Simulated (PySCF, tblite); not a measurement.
**C₃H₆BNO₂: geometry, infrared bands and NMR shifts**

Wanted: the infrared bands and NMR shifts of C₃H₆BNO₂ (`OB(O)NC1C=C1`), by calculation.

Computed with tblite 0.8.0 and PySCF 2.14.0, with density-fitted response routines of our own, on a single molecule in the gas phase. Atoms are numbered from 0 throughout.

**1. The molecule as given**

13 atoms, charge 0, multiplicity 1; geometry from: force field or distance geometry start.

Bonds of the start (Å): O0–B1 1.46, B1–O2 1.49, B1–N3 1.52, N3–C4 1.44, C4–C5 1.49, C5–C6 1.35, C6–C4 1.49, O0–H7 1.01, O2–H8 0.99, N3–H9 1.05, C4–H10 1.12, C5–H11 1.09, C6–H12 1.09.

**2. Geometry optimisation with GFN2-xTB**

The job: settings as JSON, then the geometry in Å.

```
{"job": {"kind": "relax", "xc": "GFN2-xTB", "basis": "xTB"}, "charge": 0, "multiplicity": 1}
O      1.901600     1.249600    -0.830700
B      1.503700    -0.056000    -0.310900
O      2.632300    -0.878500     0.201200
N      0.233800    -0.068000     0.519900
C     -0.942800    -0.413300    -0.230300
C     -2.195200    -0.424800     0.583500
C     -2.065200     0.562100    -0.327100
H      2.423800     1.716500    -0.105600
H      2.659700    -1.779900    -0.195500
H      0.078300     0.870800     0.969400
H     -0.911200    -1.264000    -0.957800
H     -2.730200    -0.947600     1.375700
H     -2.592900     1.433700    -0.709400
```

On the command line:

```console
OMP_NUM_THREADS=1 python probes_run.py task.json out
```

This one command runs all jobs of the session in turn.

**Question.** This job is followed by: GFN2-xTB harmonic vibrations, gas phase; GIAO PBE0/pcSseg-1 NMR shielding, non-relativistic, gas phase. Predict these results of the whole session: strongest single infrared mode (GFN2-xTB); zero-point energy (GFN2-xTB); ¹³C shifts against TMS (PBE0/pcSseg-1, means over atoms taken as alike); ¹H shifts against TMS (PBE0/pcSseg-1, means over atoms taken as alike); ¹⁷O shifts against H2O (PBE0/pcSseg-1, means over atoms taken as alike); ¹¹B shifts against BF3·OEt2 (PBE0/pcSseg-1); ¹⁵N shifts against NH3 (PBE0/pcSseg-1); surface potential, 1st and 99th percentile.

As calculated:

| quantity | value |
| --- | --- |
| strongest single infrared mode (GFN2-xTB) | 1459 cm⁻¹, 697 km/mol |
| zero-point energy (GFN2-xTB) | 59.2 kcal/mol |
| ¹³C shifts against TMS (PBE0/pcSseg-1, means over atoms taken as alike) | 131.4, 31.3 ppm |
| ¹H shifts against TMS (PBE0/pcSseg-1, means over atoms taken as alike) | 7.84, 2.92, 2.69, 1.22 ppm |
| ¹⁷O shifts against H2O (PBE0/pcSseg-1, means over atoms taken as alike) | 75.1 ppm |
| ¹¹B shifts against BF3·OEt2 (PBE0/pcSseg-1) | 18.9 ppm |
| ¹⁵N shifts against NH3 (PBE0/pcSseg-1) | 94.2 ppm |
| surface potential, 1st and 99th percentile | -1.55 V and 2.12 V |

What this shows: Over 74 steps the energy fell by 2.472 eV; of the close pairs, B1–O2 changed most, 1.487 to 1.371 Å. No mode is imaginary among the 33: a minimum at this level. The strongest single mode, at 1459 cm⁻¹, is spread over several atoms, N3, B1, C4, H9 among them. Unscaled tight-binding wavenumbers are off by several per cent, some by more. Its intensities can rank the bands wrongly. C5, C6 (mean) (alkene CH) lies farthest downfield among carbon, at 131.4 ppm; as expected for a trigonal carbon in a double bond. H11, H12 (mean) (hydrogen on an alkene CH) lies farthest downfield among hydrogen, at 7.84 ppm; attached to an sp2 carbon and in the plane of the double bond. At PBE0/pcSseg-1: The widest tensor belongs to C5, C6: span 270 ppm, with a paramagnetic part of -202 ppm.
